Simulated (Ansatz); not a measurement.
Relaxation of a periodic cell of 63 atoms, Si$_{62}$Ge (host Si, host structure diamond, dopant Ge, one Si atom removed), cell charge -1, to a largest force component of 0.03 eV/Å in at most 60 steps.

Theory: DFT LDA, scalar-relativistic, plane waves, PAW in Ansatz. Settings: PAW set soft_1, cutoff 420 eV, k mesh 1x1x1, fermi-dirac smearing 0.05 eV, spin collinear.

```xyz
63
Lattice="10.8600 0.0000 0.0000 0.0000 10.8600 0.0000 0.0000 0.0000 10.8600" Properties=species:S:1:pos:R:3
Si 5.345 0.026 -0.028
Ge 6.756 1.393 1.357
Si 9.531 3.997 1.351
Si 8.098 0.014 2.709
Si 9.516 1.417 4.093
Si 0.006 0.032 0.018
Si 1.380 1.391 1.411
Si 2.690 2.738 0.001
Si 4.066 4.051 1.340
Si 5.399 5.456 -0.013
Si 6.789 6.788 1.357
Si 8.158 8.136 0.027
Si 9.456 9.495 1.348
Si 2.663 0.007 2.667
Si 4.028 1.363 4.053
Si 5.431 2.678 2.685
Si 6.836 4.067 4.039
Si 8.142 5.477 2.721
Si 9.500 6.795 4.109
Si 5.466 -0.032 5.484
Si 6.840 1.343 6.813
Si 8.098 2.744 5.381
Si 9.516 4.048 6.788
Si 8.164 0.019 8.133
Si 9.509 1.350 9.456
Si -0.013 5.446 -0.025
Si 1.367 6.819 1.323
Si 2.729 8.250 -0.012
Si 4.104 9.479 1.360
Si -0.037 2.756 2.672
Si 1.338 4.072 4.075
Si 2.661 5.424 2.705
Si 4.085 6.794 4.022
Si 5.395 8.167 2.753
Si 6.821 9.445 4.054
Si -0.037 -0.040 5.451
Si 1.311 1.342 6.746
Si 2.745 2.696 5.435
Si 4.093 4.074 6.744
Si 5.431 5.406 5.416
Si 6.817 6.791 6.739
Si 8.148 8.201 5.468
Si 9.518 9.525 6.799
Si 2.686 -0.039 8.174
Si 4.071 1.370 9.510
Si 5.475 2.754 8.168
Si 6.809 4.095 9.492
Si 8.101 5.436 8.147
Si 9.510 6.787 9.523
Si 0.019 8.102 2.696
Si 1.374 9.538 4.132
Si -0.013 5.431 5.404
Si 1.377 6.790 6.757
Si 2.742 8.205 5.471
Si 4.068 9.523 6.775
Si 0.072 2.715 8.142
Si 1.326 4.102 9.491
Si 2.710 5.378 8.131
Si 4.080 6.805 9.525
Si 5.416 8.163 8.123
Si 6.761 9.481 9.516
Si -0.006 8.168 8.200
Si 1.356 9.512 9.490
```

Task: Where does it end, and by what steps?

Result: It converged. Limits of this set-up: coarse k mesh, PAW files made for another functional, a typed lattice constant that wasn't relaxed here, charged cell in a uniform background, uncorrected. After 4 steps the energy has fallen by 1.210 eV; Ge2 moved furthest, 0.33 Å.

```json
{"step": "0", "energy less start (eV)": "0.0000", "largest force component (eV/Å)": "1.261", "accepted": "yes"}
{"step": "1", "energy less start (eV)": "-1.0685", "largest force component (eV/Å)": "0.425", "accepted": "yes"}
{"step": "2", "energy less start (eV)": "-1.1977", "largest force component (eV/Å)": "0.084", "accepted": "yes"}
{"step": "3", "energy less start (eV)": "-1.2046", "largest force component (eV/Å)": "0.081", "accepted": "yes"}
{"step": "4", "energy less start (eV)": "-1.2101", "largest force component (eV/Å)": "0.029", "accepted": "yes"}
```

```xyz
63
Lattice="10.8600 0.0000 0.0000 0.0000 10.8600 0.0000 0.0000 0.0000 10.8600" Properties=species:S:1:pos:R:3
Si 5.446 0.025 -0.021
Ge 6.974 1.548 1.166
Si 9.493 4.071 1.361
Si 8.161 0.027 2.694
Si 9.492 1.358 4.081
Si -0.023 0.011 0.013
Si 1.353 1.360 1.358
Si 2.705 2.716 0.001
Si 4.062 4.067 1.360
Si 5.431 5.416 0.015
Si 6.782 6.791 1.358
Si 8.138 8.144 0.002
Si 9.489 9.501 1.359
Si 2.718 0.003 2.715
Si 4.084 1.366 4.057
Si 5.450 2.736 2.692
Si 6.780 4.069 4.079
Si 8.126 5.416 2.708
Si 9.502 6.792 4.067
Si 5.424 0.002 5.424
Si 6.782 1.360 6.788
Si 8.138 2.716 5.434
Si 9.495 4.073 6.782
Si 8.127 0.011 8.163
Si 9.498 1.359 9.503
Si -0.023 5.416 -0.015
Si 1.348 6.788 1.361
Si 2.711 8.151 0.007
Si 4.083 9.521 1.352
Si -0.023 2.703 2.708
Si 1.352 4.081 4.067
Si 2.708 5.430 2.714
Si 4.066 6.795 4.074
Si 5.424 8.155 2.716
Si 6.787 9.523 4.056
Si -0.006 0.003 5.433
Si 1.350 1.359 6.790
Si 2.713 2.711 5.427
Si 4.071 4.081 6.788
Si 5.424 5.430 5.431
Si 6.779 6.789 6.789
Si 8.133 8.152 5.427
Si 9.503 9.510 6.789
Si 2.709 0.004 8.147
Si 4.061 1.358 9.509
Si 5.432 2.705 8.162
Si 6.777 4.078 9.501
Si 8.156 5.420 8.158
Si 9.494 6.795 9.506
Si -0.009 8.149 2.715
Si 1.358 9.505 4.074
Si -0.008 5.431 5.426
Si 1.353 6.792 6.786
Si 2.707 8.144 5.432
Si 4.064 9.503 6.782
Si -0.019 2.736 8.159
Si 1.357 4.074 9.506
Si 2.713 5.432 8.147
Si 4.072 6.790 9.498
Si 5.425 8.148 8.149
Si 6.781 9.501 9.510
Si -0.007 8.150 8.148
Si 1.351 9.511 9.497
```

Whether the end is a true minimum wasn't checked by a vibrational analysis.

Time of the run: 58 s on 4 threads of Arm Neoverse V1, on a shared host, peak memory 1.5 GiB.
